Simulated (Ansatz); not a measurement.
# CH₈O₂Si₂: a ladder of functionals and wavefunction methods

How much do the methods differ for CH₈O₂Si₂? The plan is to run it at one geometry with functionals of several rungs and with coupled cluster, and see how far each lands from CCSD(T) at the basis-set limit for the atomisation energy.

Computed with Ansatz 0.2.0, Gaussian basis. Level: functionals in def2-TZVPP, the program's frozen cores in correlated methods.

The runs, in order: LDA (SPW92), PBE-D4, revPBE-D4, BLYP-D4, r2SCAN-D4, B97M-V, PBE0-D4, B3LYP-D4, r2SCANh-D4, r2SCAN0-D4, HSE06-D4, BHLYP-D4, CAM-B3LYP-D4, LC-ωPBE, ωB97X-V, ωB97M-V, B2PLYP, PBE-QIDH; CCSD(T)/def2-SVP; CCSD(T)/def2-TZVPP; MP2/def2-QZVPP; extrapolation to the limit; RPA on PBE.

### Step 1. Structure used throughout

An earlier PBE0-D4 in a triple-zeta def2 set relaxation fixed the geometry.

SMILES `CO[SiH2][SiH2]O`, 13 atoms, charge 0, spin multiplicity 1.

Atoms are counted from 1 here; the program's logs count them from 0.

Bond lengths: C1–O2 1.411 Å, C1–H6 1.091 Å, C1–H7 1.096 Å, C1–H8 1.096 Å, O2–Si3 1.660 Å, Si3–Si4 2.353 Å, Si3–H9 1.493 Å, Si3–H10 1.493 Å, Si4–O5 1.652 Å, Si4–H11 1.489 Å, Si4–H12 1.488 Å, O5–H13 0.962 Å. Angles: O2–C1–H6 108.5°, O2–C1–H7 111.2°, O2–C1–H8 111.2°, H6–C1–H7 108.6°, H6–C1–H8 108.6°, H7–C1–H8 108.7°, C1–O2–Si3 122.7°, O2–Si3–Si4 99.1°, O2–Si3–H9 110.0°, O2–Si3–H10 110.1°, Si4–Si3–H9 115.4°, Si4–Si3–H10 115.5°, H9–Si3–H10 106.6°, Si3–Si4–O5 104.1°, Si3–Si4–H11 112.2°, Si3–Si4–H12 112.5°, O5–Si4–H11 110.6°, O5–Si4–H12 110.2° and more.

### Step 2. LDA

This LDA is Slater exchange with PW92 correlation.

Input file in.yaml:

```yaml
crystal:
  periodic: [false, false, false]
  atoms:
    - {symbol: C, position_ang: [-0.976935, 1.535653, -1.341839]}
    - {symbol: O, position_ang: [-0.144993, 0.679266, -0.589613]}
    - {symbol: Si, position_ang: [-0.743945, -0.479697, 0.437571]}
    - {symbol: Si, position_ang: [1.289140, -1.377719, 1.211542]}
    - {symbol: O, position_ang: [2.441756, -0.545094, 0.370275]}
    - {symbol: H, position_ang: [-0.344565, 2.201509, -1.931180]}
    - {symbol: H, position_ang: [-1.612865, 2.144197, -0.689209]}
    - {symbol: H, position_ang: [-1.617583, 0.966407, -2.024650]}
    - {symbol: H, position_ang: [-1.616768, -1.428334, -0.316366]}
    - {symbol: H, position_ang: [-1.603858, 0.154988, 1.480456]}
    - {symbol: H, position_ang: [1.467913, -1.182173, 2.676288]}
    - {symbol: H, position_ang: [1.407552, -2.835660, 0.939075]}
    - {symbol: H, position_ang: [2.075652, 0.131859, -0.207549]}
basis:
  gaussian: {orbitals: def2-TZVPP}
hamiltonian: {xc: lda}
output: {orbitals: {seedname: orbitals}}
```

Command:

```bash
$ ansatz run in.yaml --threads 4 --pin off --events-out ev --progress --plain --max-ram 10444MiB
```

After this run come: PBE-D4 (GGA); revPBE-D4 (GGA); BLYP-D4 (GGA); r2SCAN-D4 (meta-GGA); B97M-V (meta-GGA); B3LYP-D4 (hybrid); r2SCANh-D4 (hybrid); r2SCAN0-D4 (hybrid); HSE06-D4 (hybrid); BHLYP-D4 (hybrid); CAM-B3LYP-D4 (range-separated); LC-ωPBE (range-separated); ωB97X-V (range-separated); ωB97M-V (range-separated); B2PLYP (double hybrid); PBE-QIDH (double hybrid); CCSD(T) in def2-SVP; CCSD(T) in def2-TZVPP; MP2 in def2-QZVPP; RPA on PBE orbitals.

**Question.** What will the summary of the whole plan be? Wanted: atomisation energy, CCSD(T)/CBS; farthest beyond LDA; mean size of error, GGA; mean size of error, meta-GGA; mean size of error, hybrid; mean size of error, range-separated; mean size of error, double hybrid; gap, smallest and largest; T1 diagnostic.

**Answer**, as computed:

```
                               quantity                                                      value
        atomisation energy, CCSD(T)/CBS                                            1092.8 kcal/mol
functionals within 5.5 kcal/mol (0.5 %)  PBE-D4, r2SCAN-D4, B97M-V, CAM-B3LYP-D4, ωB97X-V, ωB97M-V
                    farthest beyond LDA                                  BHLYP-D4 (-31.9 kcal/mol)
                mean size of error, GGA                                              11.2 kcal/mol
           mean size of error, meta-GGA                                               3.3 kcal/mol
             mean size of error, hybrid                                              16.1 kcal/mol
    mean size of error, range-separated                                               4.7 kcal/mol
      mean size of error, double hybrid                                              17.7 kcal/mol
              gap, smallest and largest                  4.95 eV (LDA (SPW92)), 12.00 eV (LC-ωPBE)
                          T1 diagnostic                                                     0.0119
triples share of the correlation energy                                                      3.4 %
```

In words: LDA overbinds by 138.7 kcal/mol (13 %). PBE-D4 misses by +0.9 kcal/mol. Double hybrids carry the basis error of their MP2 part in triple zeta, and no dispersion term here, so their miss is partly the set-up's. The rungs meta-GGA, range-separated miss on average by less than the doubt on the reference (5.5 kcal/mol), so they tie. The reference freezes the cores and leaves out relativity and excitations past (T), so misses under about 5.5 kcal/mol can't be ranked. Hartree-Fock recovers 73 % of the binding; the rest is correlation. CCSD(T) in def2-SVP is off by -78.2 kcal/mol, so the small basis spoils what the method gains. The gap grows from 5.0 to 12.0 eV across the functionals, mostly with the share of exact exchange.
